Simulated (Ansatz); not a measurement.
**H4NOPSi: how energies converge with the basis set**

An exercise on one series of results from a longer session: the logs are not shown, and one member is left open.

Method: one geometry, several basis sets; program: Ansatz 0.2.0, Gaussian basis.

Plan: PBE0-D4/def2-SVP; ωB97M-V/def2-SVP; PBE0-D4/def2-QZVPP; ωB97M-V/def2-QZVPP; the functionals' def2-TZVPP values are taken from earlier runs.

### Structure used throughout

An earlier PBE0-D4 in a triple-zeta def2 set relaxation fixed the geometry.

SMILES `O[SiH]1NP1`, 8 atoms, charge 0, spin multiplicity 1.

Atoms are counted from 1 here; the program's logs count them from 0.

Bond lengths: O1–Si2 1.632 Å, O1–H5 0.960 Å, Si2–N3 1.686 Å, Si2–P4 2.190 Å, Si2–H6 1.474 Å, N3–P4 1.787 Å, N3–H7 1.005 Å, P4–H8 1.440 Å. Angles: Si2–O1–H5 117.1°, O1–Si2–N3 120.1°, O1–Si2–P4 126.9°, O1–Si2–H6 105.4°, N3–Si2–P4 53.0°, N3–Si2–H6 121.1°, P4–Si2–H6 122.5°, Si2–N3–P4 78.1°, Si2–N3–H7 141.7°, P4–N3–H7 126.1°, Si2–P4–N3 48.9°, Si2–P4–H8 93.2°, N3–P4–H8 101.3°.

Set-up of the first run:

in.yaml

```yaml
crystal:
  periodic: [false, false, false]
  atoms:
    - {symbol: O, position_ang: [-0.397679, 1.835471, -0.764002]}
    - {symbol: Si, position_ang: [0.097763, 0.582379, 0.155840]}
    - {symbol: N, position_ang: [0.436880, -0.907485, -0.557519]}
    - {symbol: P, position_ang: [-0.959278, -1.307487, 0.483650]}
    - {symbol: H, position_ang: [-0.980491, 1.634935, -1.499498]}
    - {symbol: H, position_ang: [1.003083, 1.168665, 1.160182]}
    - {symbol: H, position_ang: [1.202639, -1.519118, -0.781930]}
    - {symbol: H, position_ang: [-0.310715, -1.544462, 1.747577]}
basis:
  gaussian: {orbitals: def2-SVP}
hamiltonian: {xc: pbe0, dispersion: d4}
output: {orbitals: {seedname: orbitals}}
```

Launch:

```console
ansatz run in.yaml --threads 2 --pin off --events-out ev --progress --plain --max-ram 4352MiB
```

Steps of the session up to this table: PBE0-D4 in def2-SVP; ωB97M-V in def2-SVP; PBE0-D4 in def2-QZVPP; ωB97M-V in def2-QZVPP.

One of the session's tables, all rows but one given; the rest of the session is left out.

It belongs to the step «Density functionals: the series». 

| functional | basis | HOMO (eV) | LUMO (eV) |
| --- | --- | --- | --- |
| PBE0-D4 | def2-SVP | -6.52 | 0.02 |
| PBE0-D4 | def2-TZVPP | -6.65 | -0.37 |
| PBE0-D4 | def2-QZVPP | -6.69 | -0.49 |
| ωB97M-V | def2-SVP | -8.60 | 2.05 |
| ωB97M-V | def2-TZVPP | -8.76 | 1.50 |
| ωB97M-V | def2-QZVPP | ? | ? |

**Question.** Estimate the row for ωB97M-V, def2-QZVPP.

**Answer.** HOMO (eV): -8.80; LUMO (eV): 1.21. In the column «HOMO (eV)» it is the lowest.
